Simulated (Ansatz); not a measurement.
Zn12SO2, 15 atoms in the cell. The cell holds a slab with vacuum, 15 atoms: a = 5.330 Å, b = 4.947 Å, c = 23.385 Å, α = 90.00°, β = 90.00°, γ = 90.00°.  The cell isn't the ideal one: SO2 (flat) over a hollow site of the (1 0 0) slab of Zn, cut from the database cell, not relaxed.

* Program: Ansatz 0.2.0
* Task: single point
* Functional: PBE
* Potentials or basis: Ansatz PAW
* Cutoff: 420 eV (not typed: the program's choice for these potentials)
* k mesh: 5 × 6 × 1
* Occupations: fermi-dirac, width 0.05 eV
* Spin: no spin polarisation
* Boundary along the surface normal: dipole_correction
* Miller: [1, 0, 0]
* Adsorbate: SO2
* Bulk formula: Zn

Potentials or basis: Ansatz PAW.

Launch:

```sh
$ ansatz run input.yaml --threads 4 --pin off --max-ram 11264MiB --backend cpu --events-out ev --progress --plain --runs-dir out
```

Hardware: 4 threads of Arm Neoverse V1 (shared host).

How long does it take, and how much memory?

It took 35 s on 4 threads of Arm Neoverse V1, with other jobs on the host, peak memory 1.8 GiB. Counts: scf iterations 9, plane waves 12039, k points 16, bands 98.
